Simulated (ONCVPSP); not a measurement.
**Tantalum: generating and testing an ONCV potential**

Aim: build the potential from the settings below, then test how well it stands in for the atom: other configurations, scattering, ghost states and the plane-wave cutoff that it needs.

Program: ONCVPSP 4.0.1. Reference atom: PBEsol, scalar-relativistic, spherical and spin-unpolarised. All values are calculated.

## (1) The design

The settings as typed:

| Item | Value |
| --- | --- |
| element | tantalum (Ta, Z = 73) |
| type | optimised norm-conserving Vanderbilt (ONCV) |
| frozen core | [Kr] 4d10 4f14 |
| valence charge | 13 |
| reference configuration | 5s2 5p6 5d3 6s2 |
| partial waves | 5s+6s: rc 2.05 bohr, ncon 4, nbas 8, qcut 4.8 1/bohr, 3 projectors, debl 3.7 Ha; 5p: rc 1.95 bohr, ncon 4, nbas 8, qcut 6.6 1/bohr, 3 projectors, debl 1.1 Ha; 5d: rc 2.65 bohr, ncon 4, nbas 9, qcut 5 1/bohr, 2 projectors, debl 2.9 Ha |
| local potential | polynomial inside 1.85 bohr (lpopt 5, dvloc0 1 Ha) |
| core correction | Teter function, fcfact 4.75, rcfact 1.8 |

The nodes and maxima of the atom's own shells, from an earlier all-electron run, set the scale for the radii.

All-electron outer shells of the reference configuration (PBEsol, scalar-relativistic, ld1.x):

| shell | level (eV) | outermost node (bohr) | outermost maximum (bohr) |
| --- | --- | --- | --- |
| 5s | -73.03 | 0.54 | 0.98 |
| 5p | -39.42 | 0.58 | 1.13 |
| 4f | -24.73 | – | 0.44 |
| 6s | -5.47 | 1.32 | 2.78 |
| 5d | -3.62 | 0.65 | 1.58 |
| 6p | -1.36 | 1.59 | 3.85 |

## (2) Generating the potential

Ta.dat reads:

```
# ATOM AND REFERENCE CONFIGURATION
# atsym  z   nc   nv     iexc    psfile
  Ta 73.00   10    4  -116133      upf
#
#   n    l    f
    1    0    2.00
    2    0    2.00
    2    1    6.00
    3    0    2.00
    3    1    6.00
    3    2   10.00
    4    0    2.00
    4    1    6.00
    4    2   10.00
    4    3   14.00
    5    0    2.00
    5    1    6.00
    5    2    3.00
    6    0    2.00
#
# PSEUDOPOTENTIAL AND OPTIMIZATION
# lmax
    2
#
#   l,   rc,      ep,       ncon, nbas, qcut
    0    2.05    0.00    4    8    4.80
    1    1.95    0.00    4    8    6.60
    2    2.65    0.00    4    9    5.00
#
# LOCAL POTENTIAL
# lloc, lpopt,  rc(5),   dvloc0
    4    5    1.85    1.00
#
# VANDERBILT-KLEINMAN-BYLANDER PROJECTORs
# l, nproj, debl
    0    3    3.70
    1    3    1.10
    2    2    2.90
#
# MODEL CORE CHARGE
# icmod, fcfact, rcfact
    3    4.75    1.80
#
# LOG DERIVATIVE ANALYSIS
# epsh1, epsh2, depsh
   -4.00    5.00    0.02
#
# OUTPUT GRID
# rlmax, drl
    6.00    0.01
#
# TEST CONFIGURATIONS
# ncnf
    4
# nvcnf
#   n    l    f
    4
    5    0    2.00
    5    1    6.00
    5    2    3.00
    6    0    1.00
#
    4
    5    0    2.00
    5    1    6.00
    5    2    3.00
    6    0    0.00
#
    4
    5    0    2.00
    5    1    6.00
    5    2    2.00
    6    0    0.00
#
    4
    5    0    2.00
    5    1    6.00
    5    2    3.50
    6    0    1.50
#
```

Started as:

```bash
$ oncvpsp.x < Ta.dat > Ta.out
```

Before running it: what results should come out? Wanted: cutoffs for 1 and 0.1 mHa per electron, occupied waves; bound ghosts; GHOST(+) flags; largest test error; largest phase difference near zero energy, channels read; rms error of d²Exc/dn², without and with the model core; projector energies reset by the program.

As calculated:

```
                                                quantity                          value
  cutoffs for 1 and 0.1 mHa per electron, occupied waves                11 Ha and 15 Ha
                                            bound ghosts                     none found
                                          GHOST(+) flags             none at low energy
                            largest test error (AE − PS)  -124 meV, for 5s2 5p6 5d2 6s0
largest phase difference near zero energy, channels read                      0.002 rad
 rms error of d²Exc/dn², without and with the model core              8.05 and 3.64 mHa
                 projector energies reset by the program     p: -1.449, 0.250, 1.350 Ha
```

What this shows: The worst unpolarised test, 5s2 5p6 5d2 6s0, is off by 124 meV on 47.1 eV; by total energies transferability rates as fair for so large an energy. That test lies far up in energy; among those under 40 eV, nearer to bonding, the largest error is 44 meV. The potential is soft on the atom at that tolerance: the looser tolerance needs 11 Ha. It is free of bound ghosts as far as tested. Near zero energy the phases of the channels with partial waves agree within 0.002 rad. Note that the frozen 4f shell (-25 eV) lies higher than the valence 5s shell (-73 eV).
